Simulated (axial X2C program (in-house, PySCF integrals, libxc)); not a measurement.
**A two-component session on SnBr: EOM-EA-CCSD levels**

Aim: EOM-EA-CCSD levels of SnBr, with spin–orbit coupling in the Hamiltonian from the start.

The runs use an in-house X2C program for linear molecules on PySCF integrals; two-component X2C with atomic mean-field terms, Sn dyall-acv3z, Br dyall-acv3z.

All values are calculated.

## Step 1: The job

File task.json:

```json
{
 "zs": [
  50,
  35
 ],
 "q": 0,
 "bas": [
  "dyall-acv3z",
  "dyall-acv3z"
 ],
 "r0": 2.54,
 "eom": "ea",
 "thr": -1.0,
 "nmax": 92,
 "grid": [
  1,
  0.96,
  1.045,
  0.92,
  1.09,
  1.15
 ]
}
```

Keys: zs atomic numbers; q charge; bas basis sets; r0 starting distance in Å; eom kind of EOM run; thr threshold in hartree for freezing inner shells (an s shell follows its p shell); nmax most natural virtual spinors; grid distances as factors.

The run is started by

```sh
$ python soeom.py task.json out
```

Nuclei are Gaussian, cores are contracted, and the Gaunt term is on.

## Step 2: EOM-EA-CCSD at 2.525 Å

Reference: the closed shell SnBr⁺; 10 electrons correlated, 92 virtual spinors; roots sought by Ω: 1/2: 5, 3/2: 4, 5/2: 2, 7/2: 1.

Output:

```text
two-component X2C + atomic mean field  HF
basis functions 263  fitting functions 1361  grid points 5801
iter        total energy     max residual
   1      -8774.631230054     2.49e-01
   2      -8774.666502895     5.72e-03
   3      -8774.667787884     3.73e-03
   4      -8774.668060459     1.21e-03
   5      -8774.668127505     3.75e-04
   6      -8774.668143668     1.44e-04
   7      -8774.668146817     6.11e-05
   8      -8774.668147298     1.63e-05
   9      -8774.668147329     3.58e-06
  10      -8774.668147331     1.38e-06
  11      -8774.668147332     5.57e-07
converged
one-electron -12816.59890815  Coulomb 3934.55856071  exact exchange -254.87209448  xc functional 0.00000000  nuclear repulsion 366.75648282  atomic mean-field constant -4.51218823
correlated 10  virtual 338  natural virtual 92  E(MP2) -0.222860624  MP2 remainder -0.021930316
iter   CCSD correlation   residual
   1     -0.215335339   1.29e-01
   2     -0.221440416   5.66e-02
   3     -0.223781992   2.55e-02
   4     -0.223767334   8.43e-03
   5     -0.223807948   3.44e-03
   6     -0.223826555   1.57e-03
   7     -0.223826390   4.11e-04
   8     -0.223829706   1.26e-04
   9     -0.223828797   4.50e-05
  10     -0.223828612   1.59e-05
  11     -0.223828340   6.91e-06
  12     -0.223828289   3.08e-06
  13     -0.223828265   1.61e-06
  14     -0.223828260   8.58e-07
(T) -0.010126323  T1 0.0319  D1 0.0480  max T2 0.060
EOM-EA-CCSD roots
2*Omega      energy/Eh   energy/eV  one-particle weight
    1      -0.25743173     -7.0051      0.954
    1      -0.16363561     -4.4528      0.956
    1      -0.10818959     -2.9440      0.982
    1      -0.08877540     -2.4157      0.001
    1      -0.07392979     -2.0117      0.989
    3      -0.24728025     -6.7288      0.955
    3      -0.08778309     -2.3887      0.000
    3      -0.07264131     -1.9767      0.989
    3      -0.06490231     -1.7661      0.830
    5      -0.06470281     -1.7607      0.835
    5      -0.01688912     -0.4596      0.184
    7       0.06319258      1.7196      0.000
```

T1 in the output is the amplitude norm over the root of the electron number; divide by √2 for the Lee–Taylor value.

```csv
Ω,binding energy (eV),above lowest (cm⁻¹),spinor,weight
1/2,7.005,0,"82% Sn pπ, 7% Br dπ",0.95
3/2,6.729,2230,"82% Sn pπ, 7% Br dπ",0.95
1/2,4.453,20590,"52% Sn pσ, 18% Sn dσ, 12% Br pσ",0.96
1/2,2.944,32750,"81% Sn sσ, 6% Sn dσ",0.98
1/2,2.012,40270,"89% Sn pπ, 6% Br pπ",0.99
3/2,1.977,40560,92% Sn pπ,0.99
3/2,1.766,42260,95% Sn dδ,0.83
5/2,1.761,42300,95% Sn dδ,0.83
```

Wall time 13 s (1 thread of Arm Neoverse V2, shared host); peak memory 0.8 GiB.

## Step 3: EOM-EA-CCSD at 2.424 Å

```csv
Ω,binding energy (eV),above lowest (cm⁻¹),spinor,weight
1/2,6.844,0,"79% Sn pπ, 8% Br dπ, 6% Br pπ",0.95
3/2,6.571,2210,"79% Sn pπ, 8% Br dπ, 6% Br pπ",0.96
1/2,4.109,22070,"52% Sn pσ, 20% Sn dσ, 10% Br pσ",0.96
1/2,2.925,31610,81% Sn sσ,0.98
1/2,2.004,39040,"88% Sn pπ, 8% Br pπ",0.99
3/2,1.970,39320,"91% Sn pπ, 6% Br pπ",0.99
3/2,1.737,41200,94% Sn dδ,0.84
5/2,1.731,41240,94% Sn dδ,0.85
```

Run time: 14 s. Hardware: 1 thread of Arm Neoverse V2, shared host; peak memory 0.8 GiB.

## Step 4: EOM-EA-CCSD at 2.639 Å

```csv
Ω,binding energy (eV),above lowest (cm⁻¹),spinor,weight
1/2,7.177,0,85% Sn pπ,0.95
3/2,6.898,2250,85% Sn pπ,0.95
1/2,4.837,18880,"53% Sn pσ, 15% Sn dσ, 14% Br pσ",0.95
1/2,2.965,33980,"81% Sn sσ, 7% Sn dσ",0.98
1/2,2.027,41540,89% Sn pπ,0.99
3/2,1.991,41830,92% Sn pπ,0.99
3/2,1.805,43330,96% Sn dδ,0.81
5/2,1.800,43370,96% Sn dδ,0.82
```

Wall time 15 s (1 thread of Arm Neoverse V2, shared host); peak memory 0.81 GiB.

## Step 5: EOM-EA-CCSD at 2.323 Å

```csv
Ω,binding energy (eV),above lowest (cm⁻¹),spinor,weight
1/2,6.678,0,"76% Sn pπ, 10% Br dπ, 7% Br pπ",0.96
3/2,6.407,2180,"76% Sn pπ, 10% Br dπ, 7% Br pπ",0.96
1/2,3.784,23340,"51% Sn pσ, 22% Sn dσ, 11% Br sσ",0.96
1/2,2.897,30500,"81% Sn sσ, 6% Br dσ",0.98
1/2,2.003,37710,"87% Sn pπ, 10% Br pπ",0.99
3/2,1.969,37980,"90% Sn pπ, 8% Br pπ",0.99
3/2,1.715,40040,"93% Sn dδ, 7% Br dδ",0.86
5/2,1.709,40080,"93% Sn dδ, 7% Br dδ",0.86
```

It took 14 s on 1 thread of Arm Neoverse V2, shared host; peak memory 0.82 GiB.

## Step 6: EOM-EA-CCSD at 2.752 Å

```csv
Ω,binding energy (eV),above lowest (cm⁻¹),spinor,weight
1/2,7.339,0,87% Sn pπ,0.95
3/2,7.058,2270,87% Sn pπ,0.95
1/2,5.202,17240,"55% Sn pσ, 16% Br pσ, 13% Sn dσ",0.95
1/2,2.988,35090,"81% Sn sσ, 7% Sn dσ",0.98
1/2,2.046,42690,88% Sn pπ,0.99
3/2,2.009,42990,92% Sn pπ,0.99
3/2,1.848,44290,97% Sn dδ,0.80
5/2,1.845,44310,97% Sn dδ,0.80
```

Run time: 14 s. Hardware: 1 thread of Arm Neoverse V2, shared host; peak memory 0.82 GiB.

## Step 7: EOM-EA-CCSD at 2.904 Å

```csv
Ω,binding energy (eV),above lowest (cm⁻¹),spinor,weight
1/2,7.532,0,90% Sn pπ,0.95
3/2,7.249,2280,90% Sn pπ,0.95
1/2,5.642,15250,"56% Sn pσ, 18% Br pσ, 10% Sn dσ",0.95
1/2,3.023,36370,"81% Sn sσ, 7% Sn dσ",0.98
1/2,2.076,44010,"87% Sn pπ, 7% Sn dπ",0.98
3/2,2.038,44310,"90% Sn pπ, 7% Sn dπ",0.99
5/2,1.914,45310,98% Sn dδ,0.75
3/2,1.904,45390,97% Sn dδ,0.77
```

Run time: 15 s. Hardware: 1 thread of Arm Neoverse V2, shared host; peak memory 0.86 GiB.

## Step 8: Curves of the states

Energies in eV from the lowest point of the lowest state; states are followed by energy order within each Ω.

```csv
R (Å),(1)Ω=1/2,(1)Ω=3/2,(2)Ω=1/2,(3)Ω=1/2,(5)Ω=1/2,(3)Ω=3/2,(4)Ω=3/2,(1)Ω=5/2
2.323,0.3179,0.5888,3.2119,4.0995,4.9935,5.0269,5.2818,5.2876
2.424,0.0783,0.3519,2.8141,3.9978,4.9188,4.9530,5.1860,5.1916
2.525,0.0000,0.2762,2.5523,4.0611,4.9933,5.0284,5.2390,5.2444
2.639,0.0421,0.3211,2.3825,4.2549,5.1929,5.2289,5.4145,5.4191
2.752,0.1744,0.4559,2.3114,4.5255,5.4672,5.5042,5.6658,5.6681
2.904,0.4345,0.7173,2.3249,4.9438,5.8904,5.9287,6.0622,6.0521
```

Constants where the minimum is well bracketed (masses 119.902 and 78.918 u):

```csv
state,Te (cm⁻¹),Re (Å),ωe (cm⁻¹)
(1)Ω=1/2,0,2.540,240.2
(1)Ω=3/2,2230,2.538,241.3
(3)Ω=1/2,32250,2.429,298.6
(5)Ω=1/2,39680,2.417,291.4
(3)Ω=3/2,39950,2.417,291.7
(4)Ω=3/2,41830,2.432,282.5
(1)Ω=5/2,41880,2.432,282.3
```

## Step 9: Results

| quantity | value |
| --- | --- |
| lowest root at 2.525 Å | Ω = 1/2, 7.005 eV |
| next root led by one particle | Ω = 3/2, about 2230 cm⁻¹ higher |
| T1 of the reference | 0.023 |
| lowest state, Re and ωe | 2.540 Å, 240.2 cm⁻¹ |

**Reading.** The added electron is bound by 7.01 eV in a spinor of 82% Sn pπ, 7% Br dπ. Errors of 0.1 to 0.3 eV are usual at this size, and roots led by higher excitations are left out, so the list is incomplete, and low states of that kind can be missing. The bond is 0.126 Å longer than in the closed-shell reference at CCSD (2.415 Å).
